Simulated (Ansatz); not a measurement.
# GeH2Si: the cost of one run

Program: Ansatz 0.2.0, Gaussian basis. Level of theory: the settings change from run to run. These are calculated values, not measurements.

19 further runs of the same task are left out: 2 for a mislabelled method, 11 that didn't finish, 6 set aside as unsound or not needed.

**1. What is computed**

The geometry derives from a PBE0/def2-TZVP stationary point (not a proven minimum). One bond is set to the value named and the two fragments are kept rigid. No spin-orbit coupling is included. The filled d shell of Ge may be among the frozen orbitals whatever the setting's name suggests; the logs give the count.

4 atoms, charge 0, spin multiplicity 1.

Atoms are counted from 1 here; the program's logs count them from 0.

Bond lengths: Si1–Ge2 2.167 Å, Si1–H4 1.620 Å, Ge2–H4 1.851 Å. Angles: Ge2–Si1–H4 56.3°, Si1–Ge2–H4 46.8°, Si1–H4–Ge2 76.9°.

**2. CCSD(T) on RHF/def2-TZVP**

The input, in.yaml:

```yaml
crystal:
  periodic: [false, false, false]
  atoms:
    - {symbol: Si, position_ang: [0.000000, 0.079152, 1.507626]}
    - {symbol: Ge, position_ang: [0.000000, -0.001867, -0.657480]}
    - {symbol: H, position_ang: [0.000000, -0.769387, 4.714255]}
    - {symbol: H, position_ang: [0.000000, -1.301556, 0.660032]}
basis:
  gaussian: {orbitals: def2-TZVP}
magnetization: {spin_polarized: false}
correlation: {method: ccsd_t, electrons: outside_noble_gas, diis_vectors: 2}
accuracy: high
scf: {lower_state_search: off}
```

Launch:

```sh
$ ansatz run in.yaml --threads 1 --pin off --events-out ev --progress --plain --max-ram 2393MiB
```

What time and memory should one allow on 1 thread of Arm Neoverse V1, shared host?

About 6.5 s, with a peak of 0.39 GiB.
